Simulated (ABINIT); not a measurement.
Ca3S, 4 atoms in the cell. Symmetry: P-6m2, No. 187, hexagonal system. Conventional cell: a = 4.465 Å, b = 4.465 Å, c = 6.052 Å, α = 90.00°, β = 90.00°, γ = 120.00°. Ca (site symmetry -6m2) has 3 Ca at 2.58 Å as nearest neighbours. Ca (site symmetry -6m2) is surrounded by 3 S at 2.58 Å. Around Ca (site symmetry -6m2) lie 3 Ca at 2.58 Å. S (site symmetry -6m2) is surrounded by 3 Ca at 2.58 Å. The cell was built by a generator and needn't be a form met in nature.

- Program: ABINIT 10.8.3 (patched build)
- Task: single point
- Functional: BLYP
- Potentials or basis: JTH PAW PBE v2.0
- Cutoff: 408 eV
- k mesh: 5 × 5 × 4
- Occupations: fermi-dirac, width 0.05 eV
- Spin: no spin polarisation
- Fine-grid cutoff: 816.342 eV

Potentials or basis: JTH PAW PBE v2.0.

Command:

```bash
$ abinit run.abi > log 2>&1
```

Hardware: 1 thread of Arm Neoverse V1 (shared host).

Task: How long does it take, and how much memory?

Result: Run time: 32 s on 1 thread of Arm Neoverse V1 (shared host), peak memory 0.12 GiB. Counts: scf iterations 13, mpi ranks 1, k points 15, bands 22, plane waves 1988.
